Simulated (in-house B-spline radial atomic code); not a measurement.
# Hg: ionisation energy by several methods

The task here is to estimate one member of a computed series from the others.

The numbers are computed with in-house B-spline radial atomic code version 1 (non-relativistic, several functionals, spin-polarised; spherical all-electron atom at the radial basis limit), except any that are marked as measured or tabulated.

### What is computed

```
element       : mercury (Z = 80)
charge        : 0
electrons     : 80
configuration : [Xe] 4f14 5d10 6s2
nucleus       : point
```

The outer shells:

[Xe] 4f14 5d10 6s2
```
[Xe] core
4f [↑↓][↑↓][↑↓][↑↓][↑↓][↑↓][↑↓]
5d [↑↓][↑↓][↑↓][↑↓][↑↓]
6s [↑↓]
```

Where spins are not typed, each open shell is filled with up spins first.

Set-up of the first run:

Input settings:

```ini
Z = 80
electrons = 80.0
configuration = [Xe] 4f14 5d10 6s2
hamiltonian = nr
method = lda,pw
spin_polarised = True
```

Among the steps run: LDA (PW92); BHandHLYP; AM05; TPSSh; r2SCAN; PBE0.

One table of the session follows, with a row left open; its other results are not shown here.

```
    method  ΔSCF (eV)
LDA (PW92)      8.829
      AM05      8.419
    r2SCAN      8.282
 BHandHLYP      8.092
     TPSSh          ?
      PBE0      8.200
```

Estimate the missing values for TPSSh.

The run gave: ΔSCF (eV): 8.157. In the column «ΔSCF (eV)» it lies between BHandHLYP (8.092) and PBE0 (8.200).

To keep in mind: These runs leave out relativity, which matters at this nuclear charge.
